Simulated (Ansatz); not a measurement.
# One shape, several levels: B3N3H6 (borazine)

Aim: a comparison of 3 runs (HF/def2-SVP, CAM-B3LYP/pcseg-2, CCSD(T)/3-21G) of B3N3H6 (borazine). 

The results are computed with Ansatz 0.2.0.

3 further runs of the same task are left out: 1 that didn't finish, 2 set aside as unsound or not needed. Runs told in other sessions of the task aren't counted.

### Step 1. Starting point

B3N3H6 has 12 atoms, charge 0, and is taken as a singlet. SMILES: `B1NBNBN1`. Geometry: relaxed at PBE0-D4/def2-TZVP. This is one conformer, not always the lowest.

Bond lengths: B1–N2 1.425 Å, N2–B3 1.425 Å, B3–N4 1.425 Å, N4–B5 1.425 Å, B1–N6 1.425 Å, B5–N6 1.425 Å, B1–H7 1.197 Å, N2–H8 1.006 Å, B3–H9 1.197 Å, N4–H10 1.006 Å, B5–H11 1.197 Å, N6–H12 1.006 Å. Some angles: B1–N2–B3 122.9°, N2–B1–N6 117.1°, N2–B3–N4 117.1°, B3–N4–B5 122.9°, N4–B5–N6 117.1°, B1–N6–B5 122.9°, B1–N2–H8 118.6°, B3–N2–H8 118.6°, N2–B1–H7 121.4°, N6–B1–H7 121.4°.

### Step 2. Energy and gradient at HF/def2-SVP (run 1)

The input, job.yaml:

```yaml
crystal:
  periodic: [false, false, false]
  atoms:
    - symbol: B
      position_ang: [-0.725600, -1.223220, 0.253660]
    - symbol: "N"
      position_ang: [0.524170, -0.956610, 0.883320]
    - symbol: B
      position_ang: [1.265120, 0.238610, 0.655490]
    - symbol: N
      position_ang: [0.704960, 1.188460, -0.246430]
    - symbol: B
      position_ang: [-0.539530, 0.984630, -0.909140]
    - symbol: "N"
      position_ang: [-1.229160, -0.231820, -0.636840]
    - symbol: H
      position_ang: [-1.326890, -2.236960, 0.463830]
    - symbol: H
      position_ang: [0.899850, -1.642240, 1.516360]
    - symbol: H
      position_ang: [2.313570, 0.436330, 1.198680]
    - symbol: H
      position_ang: [1.210210, 2.040210, -0.423070]
    - symbol: H
      position_ang: [-0.986620, 1.800580, -1.662600]
    - symbol: H
      position_ang: [-2.110080, -0.397960, -1.093280]
basis:
  gaussian: {orbitals: def2-SVP}
hamiltonian: {xc: hf}
accuracy: high
output: {forces: true, orbitals: {seedname: orbitals}}
```

Command:

```sh
$ ansatz run job.yaml --threads 1 --pin off --max-ram 3480MiB --events-out events.jsonl --progress --plain --runs-dir runs
```

The log of the run:

```text
Warning: RAYON_NUM_THREADS=1 ignored (pool sized by the plan → 1); use --threads N
Functional definition: HF
  name "HF"
  exchange = exact_x
  correlation = 0
2856 factors; integrals over basis functions are off by at most 3.2e-9 eV
mean field evaluation 1: about -6552.4025 eV, gradient 4.6e1 eV
mean field evaluation 2: about -6552.5479 eV, gradient 4.6e1 eV
mean field evaluation 4: about -6557.4020 eV, gradient 3.8e0 eV
mean field evaluation 8: about -6557.4556 eV, gradient 2.1e-4 eV
mean field -6557.45556399 eV, -240.9820471737 hartree, gradient 2.9e-8 eV, S^2 0.000000; 0 other end points of the search recorded, 0 dependent functions left out
the calculation of the forces begins
reference -6557.45556399 eV, -240.9820471737 hartree; 21, 21 occupied and 93, 93 virtual orbitals, 2856 factors
Total energy: -6557.45556399 eV, -240.9820471737 hartree
Atom 0 at    -0.725600    -1.223220     0.253660 Å, force     0.081890     0.137481    -0.028376 eV/Å
Atom 1 at     0.524170    -0.956610     0.883320 Å, force     0.241522    -0.441122     0.407057 eV/Å
Atom 2 at     1.265120     0.238610     0.655490 Å, force    -0.142419    -0.026942    -0.073612 eV/Å
Atom 3 at     0.704960     1.188460    -0.246430 Å, force     0.324580     0.547787    -0.113858 eV/Å
Atom 4 at    -0.539530     0.984630    -0.909140 Å, force     0.061022    -0.111273     0.102619 eV/Å
Atom 5 at    -1.229160    -0.231820    -0.636840 Å, force    -0.566460    -0.106236    -0.293779 eV/Å
Atom 6 at    -1.326890    -2.236960     0.463830 Å, force    -0.062256    -0.104922     0.021848 eV/Å
Atom 7 at     0.899850    -1.642240     1.516360 Å, force    -0.138347     0.252605    -0.233184 eV/Å
Atom 8 at     2.313570     0.436330     1.198680 Å, force     0.108464     0.020463     0.056215 eV/Å
Atom 9 at     1.210210     2.040210    -0.423070 Å, force    -0.186040    -0.313635     0.065031 eV/Å
Atom 10 at    -0.986620     1.800580    -1.662600 Å, force    -0.046403     0.084674    -0.078073 eV/Å
Atom 11 at    -2.110080    -0.397960    -1.093280 Å, force     0.324447     0.061120     0.168111 eV/Å
Dipole moment:    -0.000009     0.000014    -0.000022 e Å
```

Wall time 9.3 s (1 thread of Arm Neoverse V2, shared host); peak memory 0.42 GiB.

### Step 3. Energy and gradient at CAM-B3LYP/pcseg-2 (run 2)

The input, run.yaml:

```yaml
crystal:
  periodic: [false, false, false]
  atoms:
    - {symbol: B, position_ang: [-0.725600, -1.223220, 0.253660]}
    - {symbol: N, position_ang: [0.524170, -0.956610, 0.883320]}
    - {symbol: B, position_ang: [1.265120, 0.238610, 0.655490]}
    - {symbol: "N", position_ang: [0.704960, 1.188460, -0.246430]}
    - {symbol: B, position_ang: [-0.539530, 0.984630, -0.909140]}
    - {symbol: N, position_ang: [-1.229160, -0.231820, -0.636840]}
    - {symbol: H, position_ang: [-1.326890, -2.236960, 0.463830]}
    - {symbol: H, position_ang: [0.899850, -1.642240, 1.516360]}
    - {symbol: H, position_ang: [2.313570, 0.436330, 1.198680]}
    - {symbol: H, position_ang: [1.210210, 2.040210, -0.423070]}
    - {symbol: H, position_ang: [-0.986620, 1.800580, -1.662600]}
    - {symbol: H, position_ang: [-2.110080, -0.397960, -1.093280]}
basis:
  gaussian:
    orbitals: pcseg-2
output: {forces: true, orbitals: {seedname: orbitals}}
magnetization:
  spin_polarized: false
hamiltonian:
  xc: {name: CAM-B3LYP}
accuracy: high
```

Command:

```sh
$ ansatz run run.yaml --threads 1 --pin off --max-ram 3480MiB --events-out events.jsonl --progress --plain --runs-dir runs
```

The log of the run:

```text
Warning: RAYON_NUM_THREADS=1 ignored (pool sized by the plan → 1); use --threads N
Functional definition: CAM-B3LYP
  name "CAM-B3LYP"
  parameter alpha = 0.19
  parameter beta = 0.46
  parameter omega = 0.33/bohr
  parameter ac = 0.81
  exchange = (1 - alpha - beta)*b88_x + beta*b88_x_sr(omega) + alpha*exact_x + beta*exact_x_lr(omega)
  correlation = (1 - ac)*vwn5_c + ac*lyp_c
4861 factors; integrals over basis functions are off by at most 1.5e-8 eV
603 factors; integrals over basis functions are off by at most 2.1e-9 eV
mean field evaluation 1: about -6588.9967 eV, gradient 8.5e1 eV
mean field evaluation 2: about -6583.5827 eV, gradient 9.7e1 eV
mean field evaluation 4: about -6602.4935 eV, gradient 6.4e-1 eV
mean field evaluation 8: about -6602.6432 eV, gradient 6.0e-2 eV
mean field evaluation 16: about -6602.6432 eV, gradient 9.1e-6 eV
mean field -6602.64317445 eV, -242.6426612289 hartree, gradient 7.8e-8 eV, S^2 0.000000; 0 other end points of the search recorded, 0 dependent functions left out
the calculation of the forces begins
reference -6602.64319701 eV, -242.6426620577 hartree; 21, 21 occupied and 243, 243 virtual orbitals, 4861 factors
Total energy: -6602.64319701 eV, -242.6426620577 hartree
Atom 0 at    -0.725600    -1.223220     0.253660 Å, force    -0.026673    -0.045471     0.009553 eV/Å
Atom 1 at     0.524170    -0.956610     0.883320 Å, force     0.004549    -0.008589     0.007695 eV/Å
Atom 2 at     1.265120     0.238610     0.655490 Å, force     0.046819     0.008757     0.024425 eV/Å
Atom 3 at     0.704960     1.188460    -0.246430 Å, force     0.005876     0.010447    -0.002415 eV/Å
Atom 4 at    -0.539530     0.984630    -0.909140 Å, force    -0.019707     0.036052    -0.033391 eV/Å
Atom 5 at    -1.229160    -0.231820    -0.636840 Å, force    -0.010728    -0.001487    -0.005820 eV/Å
Atom 6 at    -1.326890    -2.236960     0.463830 Å, force     0.068701     0.115858    -0.023936 eV/Å
Atom 7 at     0.899850    -1.642240     1.516360 Å, force    -0.020221     0.037008    -0.034128 eV/Å
Atom 8 at     2.313570     0.436330     1.198680 Å, force    -0.119872    -0.022598    -0.062084 eV/Å
Atom 9 at     1.210210     2.040210    -0.423070 Å, force    -0.027173    -0.045813     0.009489 eV/Å
Atom 10 at    -0.986620     1.800580    -1.662600 Å, force     0.050982    -0.093054     0.086029 eV/Å
Atom 11 at    -2.110080    -0.397960    -1.093280 Å, force     0.047449     0.008888     0.024583 eV/Å
Dipole moment:    -0.000008     0.000011    -0.000020 e Å
```

Wall time 99 s (1 thread of Arm Neoverse V2, shared host); peak memory 2.4 GiB.

### Step 4. Energy and gradient at CCSD(T)/3-21G (run 3)

The input, molecule.yaml:

```yaml
basis:
  gaussian:
    orbitals: 3-21G.json
crystal:
  periodic: [false, false, false]
  atoms:
    - symbol: B
      position_ang: [-0.725600, -1.223220, 0.253660]
    - symbol: N
      position_ang: [0.524170, -0.956610, 0.883320]
    - symbol: B
      position_ang: [1.265120, 0.238610, 0.655490]
    - symbol: N
      position_ang: [0.704960, 1.188460, -0.246430]
    - symbol: B
      position_ang: [-0.539530, 0.984630, -0.909140]
    - symbol: "N"
      position_ang: [-1.229160, -0.231820, -0.636840]
    - symbol: H
      position_ang: [-1.326890, -2.236960, 0.463830]
    - symbol: H
      position_ang: [0.899850, -1.642240, 1.516360]
    - symbol: H
      position_ang: [2.313570, 0.436330, 1.198680]
    - symbol: H
      position_ang: [1.210210, 2.040210, -0.423070]
    - symbol: H
      position_ang: [-0.986620, 1.800580, -1.662600]
    - symbol: H
      position_ang: [-2.110080, -0.397960, -1.093280]
accuracy: high
correlation:
  method: ccsd_t
  frozen_orbitals: {B: 1, H: 0, "N": 1}
output:
  forces: true
  orbitals: {seedname: orbitals}
scf:
  omitted_lower_state_checks: [cluster_reference, increment]
```

The basis set 3-21G is read from a file made from the Basis Set Exchange's data (not shown).

Command:

```sh
$ ansatz run molecule.yaml --threads 1 --pin off --max-ram 3480MiB --events-out events.jsonl --progress --plain --runs-dir runs
```

The log of the run:

```text
Warning: RAYON_NUM_THREADS=1 ignored (pool sized by the plan → 1); use --threads N
[... 12 lines left out ...]
6 core orbitals not correlated: weight in the atoms' cores, before any rotation towards them, 1.000 or more for the frozen orbitals, at most 0.000 for the correlated occupied ones
[... 23 lines left out ...]
Total energy: -6540.47901182 eV, -240.3581703884 hartree
[... 12 lines left out ...]
Dipole moment:    -0.000006     0.000009    -0.000020 e Å
Checks for a lower state left out: cluster_reference, increment
```

Run time: 40 s. Hardware: 1 thread of Arm Neoverse V2, shared host; peak memory 0.47 GiB.

### Step 5. The series

| run | level | frozen core orbitals | energy (Eh) | dipole moment (D) | HOMO energy (eV) | LUMO energy (eV) | wall time |
| --- | --- | --- | --- | --- | --- | --- | --- |
| 1 | HF/def2-SVP | – | -240.982047 | 0.00 | -11.11 | 4.35 | 9.3 s |
| 2 | CAM-B3LYP/pcseg-2 | – | -242.642662 | 0.00 | -9.53 | 1.34 | 99 s |
| 3 | CCSD(T)/3-21G | 6 | -240.358170 | 0.00 | -11.00 | 4.85 | 40 s |

### Step 6. Results

| quantity | value |
| --- | --- |
| run 3: total energy | -240.35817 Eh |
| run 3: dipole moment (correlated density) | 0.00 D |
| run 3: HOMO energy (Hartree–Fock orbitals) | -11.00 eV |
| run 3: LUMO energy (Hartree–Fock orbitals) | 4.85 eV |
| run 3: HOMO–LUMO gap (Hartree–Fock orbitals) | 15.84 eV |
| run 3: correlation energy (6 core orbitals frozen) | -517.1 mEh |
| run 3: (T) correction | -16.21 mEh |
| run 3: T1 diagnostic | 0.019 |
| run 3: largest force on an atom | 1.280 eV/Å |

All runs together took 2.5 min, the longest 99 s.
